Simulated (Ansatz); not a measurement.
# PBE/cc-pVDZ run of GeH2Cl2O (SMILES [OH][GeH]([Cl])[Cl])

What is the electronic atomisation energy of GeH2Cl2O at PBE/cc-pVDZ? 

The calculation is run with Ansatz 0.2.0.

65 further runs of the same task are left out: 1 that didn't finish, 64 set aside as unsound or not needed.

### 1 The molecule

GeH2Cl2O: 6 atoms, total charge 0, spin state singlet. SMILES: `[OH][GeH]([Cl])[Cl]`. Geometry: relaxed at PBE0-D4/def2-TZVP. This is one conformer, not always the lowest.

Bond lengths: O1–Ge2 1.752 Å, Ge2–Cl3 2.137 Å, Ge2–Cl4 2.137 Å, O1–H5 0.961 Å, Ge2–H6 1.521 Å. Angles: O1–Ge2–Cl3 109.7°, O1–Ge2–Cl4 109.7°, Cl3–Ge2–Cl4 106.8°, O1–Ge2–H6 108.2°, Cl3–Ge2–H6 111.2°, Cl4–Ge2–H6 111.3°, Ge2–O1–H5 113.6°.

### 2 A single-point energy at PBE/cc-pVDZ

Input file molecule.yaml:

```yaml
crystal:
  periodic: [false, false, false]
  atoms:
    - symbol: O
      position_ang: [-0.161000, 1.291000, -0.614200]
    - symbol: Ge
      position_ang: [-0.065400, -0.148800, 0.378900]
    - symbol: Cl
      position_ang: [1.948500, -0.862600, 0.421700]
    - symbol: Cl
      position_ang: [-1.252400, -1.700600, -0.487400]
    - symbol: H
      position_ang: [0.126400, 1.152000, -1.521000]
    - symbol: H
      position_ang: [-0.554000, 0.204900, 1.775700]
basis:
  gaussian: {orbitals: cc-pVDZ}
hamiltonian: {xc: {name: PBE}}
accuracy: high
output: {orbitals: {seedname: orbitals}}
```

Launch:

```bash
ansatz run molecule.yaml --threads 1 --pin off --max-ram 3480MiB --events-out events.jsonl --progress --plain --runs-dir runs
```

The program printed:

```text
Warning: RAYON_NUM_THREADS=1 ignored (pool sized by the plan → 1); use --threads N
Functional definition: PBE
  name "PBE"
  parameter kappa = 0.804
  parameter beta = 0.06672455060314922
  exchange = pbe_x(kappa = kappa, mu = beta*pi^2/3)
  correlation = pbe_c(beta = beta)
1946 factors; integrals over basis functions are off by at most 4.4e-9 eV
mean field evaluation 1: about -83618.8889 eV, gradient 5.6e1 eV
mean field evaluation 2: about -83569.1699 eV, gradient 1.6e2 eV
mean field evaluation 4: about -83624.1225 eV, gradient 1.1e1 eV
mean field evaluation 8: about -83624.4427 eV, gradient 6.8e-1 eV
mean field evaluation 16: about -83624.4439 eV, gradient 6.9e-5 eV
mean field -83624.44386433 eV, -3073.1416293303 hartree, gradient 1.8e-8 eV, S^2 0.000000; 0 other end points of the search recorded, 0 dependent functions left out
reference -83624.44386739 eV, -3073.1416294426 hartree; 38, 38 occupied and 49, 49 virtual orbitals, 1946 factors
Total energy: -83624.44386739 eV, -3073.1416294426 hartree
```

Run time: 3.6 s. Hardware: 1 thread of AMD EPYC 9R45 (Zen 5), shared host; peak memory 0.24 GiB.

### 3 The Cl atom

Input file run.yaml:

```yaml
crystal:
  periodic: [false, false, false]
  atoms:
    - {symbol: Cl, position_ang: [0.000000, 0.000000, 0.000000]}
basis:
  gaussian:
    orbitals: cc-pVDZ
magnetization:
  spin_polarized: true
  initial_magnetization: 1
hamiltonian:
  xc: pbe
accuracy: high
```

Launch:

```bash
ansatz run run.yaml --threads 1 --pin off --max-ram 3480MiB --events-out events.jsonl --progress --plain --runs-dir runs
```

The program printed:

```text
Warning: RAYON_NUM_THREADS=1 ignored (pool sized by the plan → 1); use --threads N
[... 6 set-up lines as earlier in the session ...]
141 factors; integrals over basis functions are off by at most 3.0e-9 eV
mean field evaluation 1: about -12515.7756 eV, gradient 3.5e0 eV
mean field evaluation 2: about -12515.8352 eV, gradient 1.9e0 eV
mean field evaluation 4: about -12515.8533 eV, gradient 3.9e-1 eV
mean field evaluation 8: about -12515.8546 eV, gradient 4.5e-4 eV
mean field evaluation 16: about -12515.8547 eV, gradient 7.6e-2 eV
mean field evaluation 32: about -12515.8546 eV, gradient 3.4e-5 eV
mean field -12515.85460105 eV, -459.9491730377 hartree, gradient 3.7e-8 eV, S^2 0.751635; 2 other end points of the search recorded, 0 dependent functions left out
reference -12515.85460261 eV, -459.9491730950 hartree; 9, 8 occupied and 9, 10 virtual orbitals, 141 factors
Total energy: -12515.85460261 eV, -459.9491730950 hartree
```

Run time: 0.36 s. Hardware: 1 thread of AMD EPYC 9R45 (Zen 5), shared host.

### 4 The Ge atom at the same level

Input file molecule.yaml:

```yaml
crystal:
  periodic: [false, false, false]
  atoms:
    - {symbol: Ge, position_ang: [0.000000, 0.000000, 0.000000]}
basis:
  gaussian:
    orbitals: cc-pVDZ
hamiltonian:
  xc: {name: PBE}
accuracy: high
magnetization:
  spin_polarized: true
  initial_magnetization: 2
```

Run the same way, it converges to -2076.57337 Eh (log not shown).

### 5 The H atom

Input file in.yaml:

```yaml
crystal:
  periodic: [false, false, false]
  atoms:
    - {symbol: H, position_ang: [0.000000, 0.000000, 0.000000]}
basis:
  gaussian: {orbitals: cc-pVDZ}
magnetization: {spin_polarized: true, initial_magnetization: 1}
hamiltonian: {xc: {name: PBE}}
accuracy: high
```

Run the same way, it converges to -0.49863 Eh (log not shown).

### 6 The O atom

Input file molecule.yaml:

```yaml
crystal:
  periodic: [false, false, false]
  atoms:
    - {symbol: O, position_ang: [0.000000, 0.000000, 0.000000]}
basis:
  gaussian:
    orbitals: cc-pVDZ
total_charge: 0
magnetization:
  spin_polarized: true
  initial_magnetization: 2
hamiltonian:
  xc: pbe
accuracy: high
```

Run the same way, it converges to -74.98142 Eh (log not shown).

### 7 What came out

Level: PBE/cc-pVDZ.

```
                     quantity           value
       molecule: total energy  -3073.14163 Eh
        molecule: HOMO energy        -7.49 eV
        molecule: LUMO energy        -1.64 eV
      molecule: HOMO–LUMO gap         5.85 eV
        Cl atom: total energy   -459.94917 Eh
                Cl atom: ⟨S²⟩           0.752
        Ge atom: total energy  -2076.57337 Eh
                Ge atom: ⟨S²⟩           2.002
         H atom: total energy     -0.49863 Eh
                 H atom: ⟨S²⟩           0.750
         O atom: total energy    -74.98142 Eh
                 O atom: ⟨S²⟩           2.002
electronic atomisation energy       18.810 eV
```

Taking the molecule apart into free atoms costs 18.81 eV (434 kcal/mol), before zero-point energy and without spin-orbit coupling.
